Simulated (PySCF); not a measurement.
# C2H9BO2Si: electronic excitations

What electronic excitations should C2H9BO2Si (`CCOBO[SiH3]`) show?

Programs: PySCF 2.14.0, with density-fitted response routines of our own. Each step states its level of theory. These are calculated values for one molecule in the gas phase, unless marked as measured. Atoms count from 0, in the outputs and in this text.

## (1) The starting structure

15 atoms, charge 0, multiplicity 1; geometry from: GFN2-xTB.

Bonds of the start (Å): C0–C1 1.52, C1–O2 1.42, O2–B3 1.34, B3–O4 1.34, O4–Si5 1.61, C0–H6 1.09, C0–H7 1.09, C0–H8 1.09, C1–H9 1.10, C1–H10 1.10, B3–H11 1.18, Si5–H12 1.46, Si5–H13 1.46, Si5–H14 1.46.

## (2) Excited states and response: B3LYP/def2-SVPD

What the job is given:

```
{"job": {"kind": "uv", "xc": "B3LYP", "basis": "def2-SVPD", "nstates": 8, "ntriplets": 3}, "charge": 0, "multiplicity": 1}
C     -2.454425    -0.082750     0.062647
C     -1.346082     0.017342    -0.978913
O     -0.541732    -1.148211    -0.952294
B      0.736813    -1.162709    -0.562476
O      1.390668    -0.055818    -0.187487
Si     2.660266     0.808527     0.280939
H     -3.095055     0.793513     0.007982
H     -3.051581    -0.973048    -0.116921
H     -2.025019    -0.149528     1.059217
H     -0.729708     0.904872    -0.796774
H     -1.778141     0.083786    -1.983928
H      1.261008    -2.216003    -0.575775
H      3.452231     0.069338     1.266138
H      3.446608     1.104862    -0.916849
H      2.069735     2.013815     0.866927
```

Level: TDDFT B3LYP/def2-SVPD, vertical, gas phase, core orbitals frozen in the response.

Started as:

```sh
OMP_NUM_THREADS=1 python probes_run.py task.json out
```

One launch serves the whole session: the jobs run in the order shown.

The log of the run:

```text
coarse grid: 12640 points
cycle   1  E = -546.0527730950  dE =  5.757e-01  |g| = 9.032e-01  |ddm| = 5.771e+00
cycle   2  E = -545.7725563481  dE =  2.802e-01  |g| = 1.504e+00  |ddm| = 2.505e+00
cycle   3  E = -546.2053321352  dE = -4.328e-01  |g| = 9.356e-02  |ddm| = 1.505e+00
cycle   4  E = -546.2068486047  dE = -1.516e-03  |g| = 4.515e-02  |ddm| = 2.091e-01
cycle   5  E = -546.2073446803  dE = -4.961e-04  |g| = 7.880e-03  |ddm| = 6.734e-02
cycle   6  E = -546.2073562859  dE = -1.161e-05  |g| = 3.338e-03  |ddm| = 1.444e-02
cycle   7  E = -546.2073582968  dE = -2.011e-06  |g| = 7.229e-04  |ddm| = 3.609e-03
final grid: 116320 points
cycle   8  E = -546.3012641756  dE = -4.680e-05  |g| = 5.310e-03  |ddm| = 1.180e-01
cycle   9  E = -546.3012587237  dE =  5.452e-06  |g| = 7.525e-03  |ddm| = 1.555e-02
cycle  10  E = -546.3012703755  dE = -1.165e-05  |g| = 9.274e-04  |ddm| = 8.216e-03
cycle  11  E = -546.3012705471  dE = -1.716e-07  |g| = 1.900e-04  |ddm| = 1.067e-03
cycle  12  E = -546.3012705542  dE = -7.101e-09  |g| = 7.272e-05  |ddm| = 3.877e-04
cycle  13  E = -546.3012705552  dE = -1.048e-09  |g| = 2.927e-05  |ddm| = 1.290e-04
cycle  14  E = -546.3012705554  dE = -1.637e-10  |g| = 3.582e-06  |ddm| = 3.733e-05
converged SCF energy = -546.3012705554

Static polarisability (au): isotropic 72.889, principal 63.645 70.018 85.004

Singlet excitations
state   eV       nm        f      main configurations
  1   7.2099    172.0   0.00498   H-1->L 0.68, H->L 0.27
  2   7.2918    170.0   0.00341   H->L 0.69, H-1->L 0.26
  3   7.6437    162.2   0.02118   H-1->L+1 0.83
  4   7.8768    157.4   0.00230   H-2->L 0.89
  5   7.9757    155.5   0.16254   H->L+1 0.63, H-3->L 0.14
  6   8.0852    153.3   0.01384   H-2->L+1 0.52, H->L+2 0.18, H-3->L 0.10
  7   8.1081    152.9   0.06380   H-2->L+1 0.31, H->L+2 0.17, H-3->L 0.15
  8   8.1106    152.9   0.02291   H-1->L+2 0.63, H->L+2 0.16, H-1->L+1 0.08

Triplet excitations (Tamm-Dancoff, eV): 6.9369 7.0747 7.1194
```

Run time: 57 s. Hardware: 1 thread of Arm Neoverse N1, shared host; peak memory 0.81 GiB.

The orbitals next to the gap, with their largest atomic shares:

```csv
orbital,eV,atoms
HOMO−3,-9.34,"Si5 24 %, H13 21 %, O4 14 %"
HOMO−2,-8.87,"O2 44 %, C1 16 %, H9 10 %"
HOMO−1,-8.41,"O4 33 %, B3 13 %, H11 12 %"
HOMO,-8.35,"O2 38 %, O4 17 %, C1 10 %"
LUMO,-0.17,"Si5 33 %, B3 18 %, H14 10 %"
LUMO+1,0.45,"B3 30 %, O4 17 %, O2 17 %"
LUMO+2,0.52,"Si5 43 %, H12 11 %, H14 10 %"
```

With each of the 8 states as a Gaussian band of 0.4 eV half-width at 1/e, the curve within the window shown has maxima at 154 nm (ε 11,000) L/(mol cm). Beyond the last state computed it falls off for lack of states. The curve at chosen wavelengths:

nm, ε (L/mol/cm) and a bar:
```
      147       4331 ############
      149       6757 ###################
      150       7962 ######################
      152       9922 ############################
      153      10525 #############################
      155      10783 ##############################
      157       9852 ###########################
      158       9060 #########################
      160       7158 ####################
      161       6175 #################
      163       4380 ############
      165       2967 ########
      166       2419 #######
      168       1601 ####
      169       1308 ####
      171        886 ##
      173        615 ##
      174        515 #
      176        362 #
      177        302 #
      179        207 
      181        137 
      182        110 
      184         69 
      185         54 
      187         31
```

Further results of this job:

```
           property  computed
  dipole moment (D)      1.57
polarisability (Å³)     10.80
 HOMO–LUMO gap (eV)      8.18
      −ε(HOMO) (eV)      8.35
```

## (3) Results

| quantity | value |
| --- | --- |
| lowest singlet (B3LYP/def2-SVPD) | 7.21 eV (172 nm), f = 0.005 |
| brightest single state of those computed | state 5, 7.98 eV, f = 0.163 |
| lowest triplet | 6.94 eV |

In words: The first singlet state (HOMO−1→LUMO 0.68, HOMO→LUMO 0.27) lies at 7.21 eV and is weak; of the 8 states computed, the strongest absorption comes from state 5 at 7.98 eV. The lowest triplet lies 0.27 eV below the lowest singlet (triplets in Tamm-Dancoff, singlets in full TDDFT).
